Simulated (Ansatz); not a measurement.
Crystal: NaAl3.

```
CELL_PARAMETERS angstrom
-2.18772 2.18772 3.98021
2.18772 -2.18772 3.98021
2.18772 2.18772 -3.98021
ATOMIC_POSITIONS crystal
Al 0.50000 0.50000 0.00000
Al 0.25000 0.75000 0.50000
Al 0.75000 0.25000 0.50000
Na 0.00000 0.00000 0.00000
```

The cell comes from a database or a generator and needn't be the stable form of this composition.

| Property | Result |
| --- | --- |
| Program | Ansatz 0.2.0 |
| Task | single point |
| Functional | PBE |
| Potentials or basis | Ansatz PAW |
| Cutoff | 420 eV (not typed: the program's choice for these potentials) |
| k mesh | 9 × 9 × 9 |
| Occupations | fermi-dirac, width 0.05 eV |
| Spin | no spin polarisation |

On this cell: pressure -0.1 GPa; largest force under 0.003 eV/Å; band gap on the k mesh none (metal or under the smearing width).

The same run follows on a disturbed copy (atoms moved at random, drawn with an rms of 0.05 Å):

```
Al Na
1.0
    -2.18772    2.18772    3.98021
     2.18772   -2.18772    3.98021
     2.18772    2.18772   -3.98021
Al Na
3 1
Direct
  0.49192 0.49855 0.98815
  0.25180 0.74676 0.49728
  0.75602 0.24989 0.51384
  0.00822 0.99908 0.00737
```

Task: What changes?

Result: The energy (extrapolated to zero smearing) moves by +3.0 meV/atom; pressure 0.0 GPa; largest force 0.225 eV/Å; band gap on the k mesh none (metal or under the smearing width).

Forces on the atoms (eV/Å):
```
Al   0.035  0.219 -0.039
Al   0.032  0.014 -0.015
Al  -0.063 -0.085  0.109
Na  -0.004 -0.149 -0.055
```

Stress tensor (GPa, compression positive):
```
-0.60  0.04  0.10
 0.04 -0.20 -0.17
 0.10 -0.17  0.84
```
